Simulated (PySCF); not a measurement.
# B2H4F2 (SMILES [BH2-]1[F+][BH2-][F+]1): levels of theory compared

We compute a comparison of 6 runs (HF/STO-3G, HF/def2-SVP, HF/6-31+G*, B3LYP/STO-3G, SVWN5/6-31G*, PBE0/def2-SVP) of B2H4F2. Input form: a Python script.

The results are computed with PySCF 2.14.0.

### Step 1. The structure to begin with

The species is B2H4F2 (8 atoms), meant as a singlet with charge 0. SMILES: `[BH2-]1[F+][BH2-][F+]1`. Geometry: relaxed at PBE0-D4/def2-TZVP.

Bond lengths: B1–F2 1.538 Å, F2–B3 1.538 Å, B1–F4 1.538 Å, B3–F4 1.538 Å, B1–H5 1.190 Å, B1–H6 1.190 Å, B3–H7 1.190 Å, B3–H8 1.190 Å. Some angles: B1–F2–B3 91.9°, F2–B1–F4 88.1°, F2–B3–F4 88.1°, B1–F4–B3 91.9°, F2–B1–H5 110.0°, F2–B1–H6 110.0°, F4–B1–H5 110.0°, F4–B1–H6 110.0°, F2–B3–H7 110.0°, F2–B3–H8 110.0°.

### Step 2. Energy and forces at HF/STO-3G (run 1)

File input.py:

```python
from pyscf import gto, scf

molecule = gto.M(
    atom='''
B   -0.488000   0.947300  -0.293800
F    0.637300   0.536000   0.670600
B    0.488000  -0.947200   0.293900
F   -0.636800  -0.535900  -0.671100
H   -0.036000   1.557300  -1.210300
H   -1.440200   1.308400   0.322000
H    1.440200  -1.309100  -0.321600
H    0.035400  -1.556800   1.210300
''',
    basis='sto-3g',
    spin=0,
    max_memory=1860,
    verbose=3,
)

myscf = scf.RHF(molecule)
myscf.conv_tol = 1e-10
myscf.kernel()
if not myscf.converged:
    myscf = myscf.newton().run(myscf.mo_coeff, myscf.mo_occ)

e_tot = myscf.e_tot
print(f'total energy: {e_tot:.8f} hartree')
grad = myscf.nuc_grad_method().kernel()
myscf.analyze()
```

The run is started by

```
$ OMP_NUM_THREADS=1 python input.py
```

Standard output:

```text
converged SCF energy = -247.285852225276
total energy: -247.28585223 hartree
--------------- RHF gradients ---------------
         x                y                z
0 B    -0.0102505555     0.0197643209    -0.0061237211
1 F     0.0306706598     0.0256938211     0.0322348199
2 B     0.0101861124    -0.0196942918     0.0062716841
3 F    -0.0306359403    -0.0257275140    -0.0322986256
4 H     0.0095416820     0.0060616381    -0.0139152820
5 H    -0.0136616666     0.0019438304     0.0114087486
6 H     0.0136912981    -0.0019829909    -0.0114476243
7 H    -0.0095415899    -0.0060588139     0.0138700004
----------------------------------------------
**** MO energy ****
MO #1   energy= -26.0682607577072  occ= 2
MO #2   energy= -26.0679178735809  occ= 2
MO #3   energy= -7.47535119730114  occ= 2
MO #4   energy= -7.47483658942812  occ= 2
MO #5   energy= -1.61331469391328  occ= 2
MO #6   energy= -1.55110415152735  occ= 2
MO #7   energy= -0.766602693683496 occ= 2
MO #8   energy= -0.737662059991105 occ= 2
MO #9   energy= -0.671799664081836 occ= 2
MO #10  energy= -0.638105607000767 occ= 2
MO #11  energy= -0.57957252273775  occ= 2
MO #12  energy= -0.578243644034267 occ= 2
MO #13  energy= -0.53825237721383  occ= 2
MO #14  energy= -0.488907439130191 occ= 2
MO #15  energy= -0.47389401825625  occ= 2
MO #16  energy= -0.413432859243991 occ= 2
MO #17  energy= 0.363426115068475  occ= 0
MO #18  energy= 0.502334091352592  occ= 0
MO #19  energy= 0.53063959551934   occ= 0
MO #20  energy= 0.574005673106805  occ= 0
MO #21  energy= 0.692753786624509  occ= 0
MO #22  energy= 0.720211660761423  occ= 0
MO #23  energy= 0.749443577480471  occ= 0
MO #24  energy= 0.786053522790639  occ= 0
 ** Mulliken atomic charges  **
charge of    0B =      0.15140
charge of    1F =     -0.02414
charge of    2B =      0.15137
charge of    3F =     -0.02419
charge of    4H =     -0.06361
charge of    5H =     -0.06360
charge of    6H =     -0.06362
charge of    7H =     -0.06361
Dipole moment(X, Y, Z, Debye):  0.00020,  0.00062,  0.00024
```

It took 3 s on 1 thread of Intel Xeon at 2.50GHz (Skylake/Cascade Lake), shared host; peak memory 0.12 GiB.

### Step 3. Energy and gradient at HF/def2-SVP (run 2)

File start.xyz:

```xyz
8

B     -0.488000     0.947300    -0.293800
F      0.637300     0.536000     0.670600
B      0.488000    -0.947200     0.293900
F     -0.636800    -0.535900    -0.671100
H     -0.036000     1.557300    -1.210300
H     -1.440200     1.308400     0.322000
H      1.440200    -1.309100    -0.321600
H      0.035400    -1.556800     1.210300
```

File calc.py:

```python
# [BH2-]1[F+][BH2-][F+]1
import pyscf.grad
from pyscf import gto, scf

mol = gto.M(
    atom='start.xyz',
    verbose=4,
    basis='def2-svp',
    max_memory=1860,
)

myscf = scf.RHF(mol)
myscf.conv_tol = 1e-10
myscf.kernel()
if not myscf.converged:
    myscf = myscf.newton().run(myscf.mo_coeff, myscf.mo_occ)

energy = myscf.e_tot
print(f'total energy: {energy:.8f} hartree')
grad = myscf.Gradients().kernel()
dip = myscf.dip_moment()
pop, q = myscf.mulliken_pop()
```

The run is started by

```
$ OMP_NUM_THREADS=1 python calc.py
```

Standard output:

```text
PySCF version 2.14.0

[... 60 lines left out ...]
converged SCF energy = -250.429748987602
total energy: -250.42974899 hartree
[... 11 lines left out ...]
Dipole moment(X, Y, Z, Debye): -0.00009,  0.00070,  0.00058
[... 46 lines left out ...]
pop of  3 F 2px           1.13976
pop of  3 F 2py           1.06036
pop of  3 F 2pz           1.15624
pop of  3 F 3px           0.69930
pop of  3 F 3py           0.65625
pop of  3 F 3pz           0.70823
pop of  3 F 3dxy          0.00074
pop of  3 F 3dyz          0.00106
pop of  3 F 3dz^2         0.00085
pop of  3 F 3dxz          0.00141
pop of  3 F 3dx2-y2       0.00152
pop of  4 H 1s            0.76451
pop of  4 H 2s            0.33224
pop of  4 H 2px           0.00229
pop of  4 H 2py           0.00442
pop of  4 H 2pz           0.00820
pop of  5 H 1s            0.76453
pop of  5 H 2s            0.33225
pop of  5 H 2px           0.00895
pop of  5 H 2py           0.00213
pop of  5 H 2pz           0.00383
pop of  6 H 1s            0.76450
pop of  6 H 2s            0.33227
pop of  6 H 2px           0.00895
pop of  6 H 2py           0.00214
pop of  6 H 2pz           0.00382
pop of  7 H 1s            0.76454
pop of  7 H 2s            0.33225
pop of  7 H 2px           0.00229
pop of  7 H 2py           0.00442
pop of  7 H 2pz           0.00820
 ** Mulliken atomic charges  **
charge of    0B =      0.55596
charge of    1F =     -0.33254
charge of    2B =      0.55592
charge of    3F =     -0.33260
charge of    4H =     -0.11166
charge of    5H =     -0.11169
charge of    6H =     -0.11168
charge of    7H =     -0.11170
```

It took 9.6 s on 1 thread of Intel Xeon at 2.50GHz (Skylake/Cascade Lake), shared host; peak memory 0.15 GiB.

Runs 3 to 5 aren't shown in full; the table further down has their settings and results.

### Step 4. Energy and gradient at PBE0/def2-SVP (run 6)

File run.py:

```python
from pyscf import gto, dft

mol = gto.M(
    atom=[
    ('B', (-0.488000, 0.947300, -0.293800)),
    ('F', (0.637300, 0.536000, 0.670600)),
    ('B', (0.488000, -0.947200, 0.293900)),
    ('F', (-0.636800, -0.535900, -0.671100)),
    ('H', (-0.036000, 1.557300, -1.210300)),
    ('H', (-1.440200, 1.308400, 0.322000)),
    ('H', (1.440200, -1.309100, -0.321600)),
    ('H', (0.035400, -1.556800, 1.210300)),
],
    verbose=4,
    basis='def2-svp',
    max_memory=1860,
)

mf = dft.RKS(mol)
mf.xc = 'pbe0'
mf.conv_tol = 1e-10
mf.grids.level = 5
mf.kernel()
if not mf.converged:
    mf = mf.newton().run(mf.mo_coeff, mf.mo_occ)

e_final = mf.e_tot
print('Final energy', e_final)
grad = mf.nuc_grad_method().kernel()
dip = mf.dip_moment()
pop, q = mf.mulliken_pop()
```

The run is started by

```
$ OMP_NUM_THREADS=1 python run.py
```

Standard output:

```text
PySCF version 2.14.0

[... 73 lines left out ...]
converged SCF energy = -251.381368017835
Final energy -251.38136801783457
[... 12 lines left out ...]
Dipole moment(X, Y, Z, Debye):  0.00001,  0.00061,  0.00037
[... 46 lines left out ...]
pop of  3 F 2px           1.14113
pop of  3 F 2py           1.05617
pop of  3 F 2pz           1.15880
pop of  3 F 3px           0.65750
pop of  3 F 3py           0.59760
pop of  3 F 3pz           0.66994
pop of  3 F 3dxy          0.00082
pop of  3 F 3dyz          0.00110
pop of  3 F 3dz^2         0.00089
pop of  3 F 3dxz          0.00131
pop of  3 F 3dx2-y2       0.00138
pop of  4 H 1s            0.74927
pop of  4 H 2s            0.28445
pop of  4 H 2px           0.00225
pop of  4 H 2py           0.00399
pop of  4 H 2pz           0.00703
pop of  5 H 1s            0.74928
pop of  5 H 2s            0.28447
pop of  5 H 2px           0.00765
pop of  5 H 2py           0.00213
pop of  5 H 2pz           0.00349
pop of  6 H 1s            0.74925
pop of  6 H 2s            0.28449
pop of  6 H 2px           0.00764
pop of  6 H 2py           0.00214
pop of  6 H 2pz           0.00349
pop of  7 H 1s            0.74929
pop of  7 H 2s            0.28447
pop of  7 H 2px           0.00226
pop of  7 H 2py           0.00399
pop of  7 H 2pz           0.00703
 ** Mulliken atomic charges  **
charge of    0B =      0.26795
charge of    1F =     -0.17387
charge of    2B =      0.26792
charge of    3F =     -0.17393
charge of    4H =     -0.04699
charge of    5H =     -0.04703
charge of    6H =     -0.04701
charge of    7H =     -0.04703
```

Wall time 38 s (1 thread of Intel Xeon at 2.50GHz (Skylake/Cascade Lake), shared host); peak memory 0.77 GiB.

### Step 5. All runs side by side

```tsv
run	level	integration grid	energy (Eh)	dipole moment (D)	HOMO energy (eV)	LUMO energy (eV)	wall time
1	HF/STO-3G	–	-247.285852	0.00	-11.25	9.89	3 s
2	HF/def2-SVP	–	-250.429749	0.00	-13.16	4.14	9.6 s
3	HF/6-31+G* (spherical functions)	–	-250.632778	0.00	-13.13	1.72	14 s
4	B3LYP/STO-3G	5	-248.411939	0.00	-6.46	3.98	11 s
5	SVWN5/6-31G* (spherical functions)	5	-249.964052	0.00	-7.36	-0.73	23 s
6	PBE0/def2-SVP	5	-251.381368	0.00	-9.13	0.33	38 s
```

### Step 6. Outcome

| quantity | value |
| --- | --- |
| run 6: total energy | -251.38137 Eh |
| run 6: dipole moment | 0.00 D |
| run 6: HOMO energy | -9.13 eV |
| run 6: LUMO energy | 0.33 eV |
| run 6: HOMO–LUMO gap | 9.46 eV |
| run 6: largest force on an atom | 0.318 eV/Å |

**Reading.** The HOMO–LUMO gap runs from 6.62 eV (SVWN5/6-31G*) to 21.14 eV (HF/STO-3G). The two ends differ in method and basis. Totals of different functionals can't be ranked against each other. In runs 1, 4 the basis is minimal, so the values are rough. All runs together took 98 s, the longest 38 s.
